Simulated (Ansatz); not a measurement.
**GaGeH2 (doublet): the correlation ladder, cc-pVDZ**

How much of the correlation energy of GaGeH2 (doublet) does each wave-function method recover here?

Computed with Ansatz 0.2.0, Gaussian basis. Level: cc-pVDZ, core rule «outside noble gas», up to 28 orbitals frozen.

The runs, in order: UHF; CCSD(T) on ROHF; CCSD(T) on UHF; BCCD(T) on ROHF; CISD; CCSDT(Q) on ROHF; CCSDT(Q) on UHF; CASSCF and MRCISD+Q, 9 electrons in 10 orbitals; CASSCF and NEVPT4(SD), 9 electrons in 10 orbitals; CASSCF and NEVPT2, 9 electrons in 10 orbitals.

17 further runs of the same task are left out: 1 for a known fault of the program, 1 for a mislabelled method, 4 that didn't finish, 11 set aside as unsound or not needed.

## Step 1: What is computed

The geometry is a PBE0/def2-TZVP stationary point (not a proven minimum). No spin-orbit coupling is included. The filled d shell of Ge, Ga may be among the frozen orbitals whatever the setting's name suggests; the logs give the count.

4 atoms, charge 0, spin multiplicity 2.

Atoms are counted from 1 here; the program's logs count them from 0.

Bond lengths: Ge1–Ga2 2.339 Å, Ge1–H3 1.691 Å, Ga2–H4 1.582 Å. Angles: Ga2–Ge1–H3 58.6°, Ge1–Ga2–H4 163.6°.

## Step 2: UHF

Input file in.yaml:

```yaml
crystal:
  periodic: [false, false, false]
  atoms:
    - {symbol: Ge, position_ang: [0.000000, -0.003654, 1.162916]}
    - {symbol: Ga, position_ang: [0.000000, -0.022851, -1.176473]}
    - {symbol: H, position_ang: [0.000000, 1.432545, 0.269458]}
    - {symbol: H, position_ang: [0.000000, 0.411477, -2.697219]}
basis:
  gaussian: {orbitals: cc-pVDZ}
magnetization: {spin_polarized: true, initial_magnetization: 1}
hamiltonian: {xc: hf}
output: {orbitals: {seedname: orbitals}}
```

Started as:

```
ansatz run in.yaml --threads 1 --pin off --events-out ev --progress --plain --max-ram 2393MiB
```

Further steps of the session: CCSD(T) on ROHF; CCSD(T) on UHF; BCCD(T) on ROHF; CISD; CCSDT(Q) on ROHF; CCSDT(Q) on UHF; CASSCF and MRCISD+Q, 9 electrons in 10 orbitals; CASSCF and NEVPT4(SD), 9 electrons in 10 orbitals; CASSCF and NEVPT2, 9 electrons in 10 orbitals.

**Question.** What will the summary of the whole plan be? Wanted: UCCSDT(Q) below the RHF energy; RMP2 from UCCSDT(Q); UMP2 from UCCSDT(Q); RCCSD from UCCSDT(Q); RCCSD(T) from UCCSDT(Q); UCCSD(T) from UCCSDT(Q); RCCSDT(Q) from UCCSDT(Q); NEVPT2 valence from UCCSDT(Q); NEVPT4(SD) valence from UCCSDT(Q).

**Answer**, as computed:

```
                         quantity                                        value
   UCCSDT(Q) below the RHF energy                                   -4.8027 eV
              RMP2 from UCCSDT(Q)                                +103.3 kJ/mol
              UMP2 from UCCSDT(Q)                                +104.5 kJ/mol
             RCCSD from UCCSDT(Q)                                 +21.6 kJ/mol
          RCCSD(T) from UCCSDT(Q)                                  +4.7 kJ/mol
          UCCSD(T) from UCCSDT(Q)                                  +4.6 kJ/mol
         RCCSDT(Q) from UCCSDT(Q)                                  +0.2 kJ/mol
    NEVPT2 valence from UCCSDT(Q)                                 +64.5 kJ/mol
NEVPT4(SD) valence from UCCSDT(Q)                                  +7.2 kJ/mol
  MRCISD+Q valence from UCCSDT(Q)                                  -0.2 kJ/mol
levels within 1 kcal/mol (43 meV)  RCCSDT, UCCSDT, RCCSDT(Q), MRCISD+Q valence
                    T1 diagnostic                                        0.022
   effectively unpaired electrons                                         1.06
```

**Reading.** RCCSD(T) misses by +4.7 kJ/mol, 1.0 % of the correlation energy. One determinant dominates. Of the multireference levels listed MRCISD+Q valence comes nearest in total energy (-0.2 kJ/mol), which doesn't show that its space is the better one. These misses are within one basis, not against nature; the frozen cores of restricted and unrestricted runs differ, which can shift their rows.
